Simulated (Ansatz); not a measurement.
**Ta: further runs on the relaxed cell**

One table from this session's results is given with a row withheld; the runs are named, their logs left out.

Program: Ansatz 0.2.0. Level of theory: DFT PBE, scalar-relativistic, plane waves, PAW. These are calculated values, not measurements.

1 further run of the same task is left out (set aside as unsound or not needed).

## The system as given

It takes space group Im-3m (No. 229, cubic). The conventional cell has a = 3.319 Å, b = 3.319 Å, c = 3.319 Å, α = 90.00°, β = 90.00°, γ = 90.00°. Ta (site symmetry m-3m) has 8 Ta at 2.87 Å as nearest neighbours.

Structure file:

```xyz
1
Lattice="-1.6594 1.6594 1.6594 1.6594 -1.6594 1.6594 1.6594 1.6594 -1.6594" Properties=species:S:1:pos:R:3 pbc="T T T"
Ta    0.0000    0.0000    0.0000
```

It is the result of an earlier relaxation at this level (volume 18.28 Å³/atom; gap on the mesh: none (metal)).

Set-up of the first run:

input.yaml

```yaml
crystal:
  lattice:
    - [-1.6593948215, 1.6593948215, 1.6593948215]
    - [1.6593948215, -1.6593948215, 1.6593948215]
    - [1.6593948215, 1.6593948215, -1.6593948215]
  atoms:
    - { symbol: Ta, position: [0.0, 0.0, 0.0] }
basis:
  ecutwfc: 420
kpoints:
  mp_grid: { grid: [18, 18, 18] }
  band_path:
    path:
      - [[0.0, 0.0, 0.0], [0.5, -0.5, 0.5], [0.0, 0.0, 0.5], [0.0, 0.0, 0.0], [0.25, 0.25, 0.25], [0.5, -0.5, 0.5]]
      - [[0.25, 0.25, 0.25], [0.0, 0.0, 0.5]]
    npoints: 14
hamiltonian:
  xc: pbe
scf:
  occupations: { method: gaussian, width: 0.1 }
  n_extra_bands: 6
output:
  forces: true
  stress: true
  eigenvalues: true
  populations: true
  dos: { projected: true, de: 0.02, nscf_kmesh: { grid: [27, 27, 27] } }
  bader: true
  write_density: true
  write_potential: true
  elf: true
  volumetric_format: npy
```

Started as:

```sh
ansatz run input.yaml --threads 1 --pin off --max-ram 2560MiB --backend cpu --events-out ev --progress --plain --runs-dir out
```

Steps of the session up to this table: Static run: bands, density of states and charges; The cell as listed, for comparison; Volume × 0.97; Volume × 1.03; The cell scaled to 0.94 of its volume; The cell scaled to 1.06 of its volume; The cell scaled to 0.91 of its volume; The cell scaled to 1.10 of its volume; Volume × 0.88.

One of the session's tables, all rows but one given; the rest of the session is left out.

```
volume (Å³/atom)  energy above the lowest point (meV/atom)  pressure (GPa)
          16.084                                     195.9           31.91
          16.632                                         ?               ?
          17.181                                      43.7           13.47
          17.729                                      10.4            6.25
          18.277                                       0.0            0.00
          18.825                                       9.6           -5.43
          19.374                                      36.6          -10.15
          20.105                                      95.8          -15.46
```

Q: Estimate the row for volume (Å³/atom) = 16.632 from the others.

Worked estimate for «energy above the lowest point (meV/atom)». A straight line through the neighbours (16.084, 195.9) and (17.181, 43.7) gives 195.9 + (43.7 − 195.9) × (16.632 − 16.084) / (17.181 − 16.084) = 119.9; a parabola fitted to 3 rows on both sides gives 105.6.

As computed: energy above the lowest point (meV/atom): 103.8; pressure (GPa): 21.98. In «energy above the lowest point (meV/atom)» the line misses by +16.1 and the parabola by +1.8.

Caveats from the session: Spin-orbit coupling is left out, which matters for the bands of Ta.
